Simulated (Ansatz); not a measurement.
# CH₇InOSSi: a ladder of functionals and wavefunction methods

One table from this session's results is given with a row withheld; the runs are named, their logs left out.

Computed with Ansatz 0.2.0, Gaussian basis. Level: functionals in def2-TZVPP, the program's frozen cores in correlated methods.

The runs, in order: PBE-D4, r2SCAN-D4, PBE0-D4, B3LYP-D4, ωB97X-V, ωB97M-V, B2PLYP; CCSD(T)/def2-TZVPP; MP2/def2-QZVPP; extrapolation to the limit.

## The relaxed structure

The geometry comes from an earlier relaxation with PBE0-D4 in a triple-zeta def2 set; it is a stationary point, not always the lowest conformer. In takes the def2 core potential; no spin-orbit term is included.

SMILES `[SiH3]O[CH](S)[InH2]`, 12 atoms, charge 0, spin multiplicity 1.

Atoms are counted from 1 here; the program's logs count them from 0.

Bond lengths: Si1–O2 1.659 Å, Si1–H6 1.482 Å, Si1–H7 1.489 Å, Si1–H8 1.484 Å, O2–C3 1.394 Å, C3–S4 1.838 Å, C3–In5 2.178 Å, C3–H9 1.097 Å, S4–H10 1.347 Å, In5–H11 1.722 Å, In5–H12 1.718 Å. Angles: O2–Si1–H6 105.3°, O2–Si1–H7 109.9°, O2–Si1–H8 112.2°, H6–Si1–H7 110.7°, H6–Si1–H8 109.5°, H7–Si1–H8 109.3°, Si1–O2–C3 123.7°, O2–C3–S4 114.5°, O2–C3–In5 118.2°, O2–C3–H9 111.4°, S4–C3–In5 97.2°, S4–C3–H9 101.9°, In5–C3–H9 111.8°, C3–S4–H10 97.2°, C3–In5–H11 114.2°, C3–In5–H12 119.2°, H11–In5–H12 126.2°.

Geometry (Å):

```
Si   -1.2508    0.4514    1.7838
O    -0.9240    0.2238    0.1736
C     0.1258   -0.5620   -0.2985
S     1.7743   -0.1189    0.3815
In    0.6536   -0.4154   -2.4064
H    -2.6766    0.8504    1.8396
H    -1.0298   -0.8176    2.5298
H    -0.4133    1.5224    2.3793
H     0.0218   -1.6049    0.0238
H     1.8520    1.1149   -0.1537
H     0.8010    1.1997   -2.9856
H     1.0659   -1.8436   -3.2671
```

The first run:

in.yaml reads:

```yaml
crystal:
  periodic: [false, false, false]
  atoms:
    - {symbol: Si, position_ang: [-1.250755, 0.451376, 1.783792]}
    - {symbol: O, position_ang: [-0.923975, 0.223788, 0.173633]}
    - {symbol: C, position_ang: [0.125774, -0.561982, -0.298515]}
    - {symbol: S, position_ang: [1.774315, -0.118870, 0.381464]}
    - {symbol: In, position_ang: [0.653575, -0.415436, -2.406441]}
    - {symbol: H, position_ang: [-2.676580, 0.850393, 1.839570]}
    - {symbol: H, position_ang: [-1.029844, -0.817616, 2.529807]}
    - {symbol: H, position_ang: [-0.413269, 1.522373, 2.379303]}
    - {symbol: H, position_ang: [0.021770, -1.604929, 0.023762]}
    - {symbol: H, position_ang: [1.852048, 1.114894, -0.153716]}
    - {symbol: H, position_ang: [0.801045, 1.199653, -2.985600]}
    - {symbol: H, position_ang: [1.065896, -1.843644, -3.267060]}
basis:
  gaussian: {orbitals: def2-TZVPP}
hamiltonian: {xc: pbe, dispersion: d4}
output: {forces: true, orbitals: {seedname: orbitals}}
```

Started as:

```bash
ansatz run in.yaml --threads 2 --pin off --events-out ev --progress --plain --max-ram 32768MiB --backend cuda --devices 0, --max-vram 18GiB
```

Among the steps run: PBE-D4 (GGA); r2SCAN-D4 (meta-GGA); PBE0-D4 (hybrid); B3LYP-D4 (hybrid); ωB97X-V (range-separated); ωB97M-V (range-separated); B2PLYP (double hybrid); CCSD(T) in def2-TZVPP; MP2 in def2-QZVPP.

One of the session's tables, all rows but one given; the rest of the session is left out.

```
            method  atomisation energy (kcal/mol)
            PBE-D4                          865.7
         r2SCAN-D4                          862.0
           PBE0-D4                          852.8
          B3LYP-D4                          854.7
           ωB97X-V                          867.5
           ωB97M-V                          864.5
            B2PLYP                          843.3
     HF/def2-TZVPP                          603.8
    MP2/def2-TZVPP                              ?
   CCSD/def2-TZVPP                          824.5
CCSD(T)/def2-TZVPP                          838.7
           MP2/CBS                          868.4
       CCSD(T)/CBS                          863.7
```

Q: Estimate the row for MP2/def2-TZVPP from the others.

**Answer.** atomisation energy (kcal/mol): 843.4. In the column «atomisation energy (kcal/mol)» it lies between B2PLYP (843.3) and PBE0-D4 (852.8).

Caveats from the session: Free atoms (1 Si, 1 O, 1 C, 1 S, 1 In, 7 H) were run apart at each level; the atomisation energy is their sum less the molecule, without zero-point or spin-orbit terms.
